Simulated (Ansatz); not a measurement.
# EuSb (P6_3/mmc, relaxed from a wurtzite start): equation of state

An exercise on one series of results from a longer session: the logs are not shown, and one member is left open.

Method: DFT PBE+U (U_eff = 6 eV on Eu 4f), scalar-relativistic, plane waves, PAW, in Ansatz 0.2.0.

2 further runs of the same task are left out: 2 that didn't finish. Runs told in other sessions of the task aren't counted.

### The starting structure

The structure is hexagonal, space group P6_3/mmc (No. 194). The conventional cell has a = 5.697 Å, b = 5.697 Å, c = 6.455 Å, α = 90.00°, β = 90.00°, γ = 120.00°. Eu (site symmetry -6m2) is surrounded by 5 Sb at 3.23 to 3.29 Å. Sb (site symmetry -6m2) is surrounded by 5 Eu at 3.23 to 3.29 Å.

Coordinates:

```cif
data_structure
_symmetry_space_group_name_H-M 'P 1'
_symmetry_Int_Tables_number 1
_cell_length_a 5.6975
_cell_length_b 5.6975
_cell_length_c 6.4546
_cell_angle_alpha 90.000
_cell_angle_beta 90.000
_cell_angle_gamma 120.000
_cell_volume 181.45
loop_
_atom_site_label
_atom_site_type_symbol
_atom_site_fract_x
_atom_site_fract_y
_atom_site_fract_z
_atom_site_occupancy
Eu1 Eu 0.66667 0.33333 0.06260 1
Eu2 Eu 0.33333 0.66667 0.56260 1
Sb1 Sb 0.66667 0.33333 0.56260 1
Sb2 Sb 0.33333 0.66667 0.06260 1
```

An earlier run at PBE+U (U_eff = 6 eV on Eu 4f) left this cell at 45.363 Å³/atom and 0.00 GPa (6×6×6 mesh).

Volume factors to run: 0.980, 1.020, 0.960, 1.040, 1.070.

The first run:

input.yaml reads:

```yaml
crystal:
  lattice:
    - [5.6592317134, 0.0, 0.0]
    - [-2.8296158567, 4.9010384297, 0.0]
    - [0.0, 0.0, 6.4112658178]
  atoms:
    - { symbol: Eu, position: [0.6666666667, 0.3333333333, 0.0626], spin: 7.6 }
    - { symbol: Eu, position: [0.3333333333, 0.6666666667, 0.5626], spin: 7.6 }
    - { symbol: Sb, position: [0.6666666667, 0.3333333333, 0.5626] }
    - { symbol: Sb, position: [0.3333333333, 0.6666666667, 0.0626] }
basis:
  ecutwfc: 420
  ecutrho_ratio: 4
kpoints:
  mp_grid: { grid: [6, 6, 6] }
hamiltonian:
  xc: pbe
  hubbard:
    sites:
      - { species: Eu, l: f, u_eff: 6.0, starting_ns: start.occupation_matrices }
    ns_hold: { iters: 6 }
scf:
  occupations: { method: gaussian, width: 0.05 }
  lower_state_search: "off"
output:
  forces: true
  stress: true
  eigenvalues: true
  populations: true
magnetization:
  spin_polarized: true
relax:
  f_tol: 0.01
  max_steps: 40
  cell: { stress_tol: 0.1, fix: [volume] }
```

The open shells start from the occupation matrices of the run at the neighbouring geometry (file start.occupation_matrices).

On the command line:

```console
ansatz run input.yaml --threads 2 --pin off --max-ram 2662MiB --backend cpu --events-out ev --progress --plain --runs-dir out
```

Steps of the session up to this table: Scaling the volume by 0.980; Scaling the volume by 1.020; Volume × 0.960; Scaling the volume by 1.040; Scaling the volume by 1.070.

One of the session's tables, all rows but one given; the rest of the session is left out.

It belongs to the step «Energy and pressure against volume». 

| volume (Å³/atom) | energy (meV/atom) | pressure (GPa) | moment of atom 1 (μB) |
| --- | --- | --- | --- |
| 43.549 | 5.61 | 1.02 | 6.90 |
| 44.456 | 1.37 | 0.49 | 6.90 |
| 45.363 | 0.00 | 0.00 | 6.91 |
| 46.270 | ? | ? | ? |
| 47.178 | 4.78 | -0.82 | 6.92 |
| 48.539 | 13.98 | -1.33 | 6.93 |

**Question.** Estimate the row for volume (Å³/atom) = 46.270.

Worked estimate for «energy (meV/atom)». A straight line through the neighbours (45.363, 0.00) and (47.178, 4.78) gives 0.00 + (4.78 − 0.00) × (46.270 − 45.363) / (47.178 − 45.363) = 2.39; a parabola fitted to 4 rows on both sides gives 1.27.

As computed: energy (meV/atom): 1.22; pressure (GPa): -0.43; moment of atom 1 (μB): 6.92. In «energy (meV/atom)» the line misses by +1.17 and the parabola by +0.05.

To keep in mind: Warnings in the runs' records: filled band counts differ across k points, stability check not made.
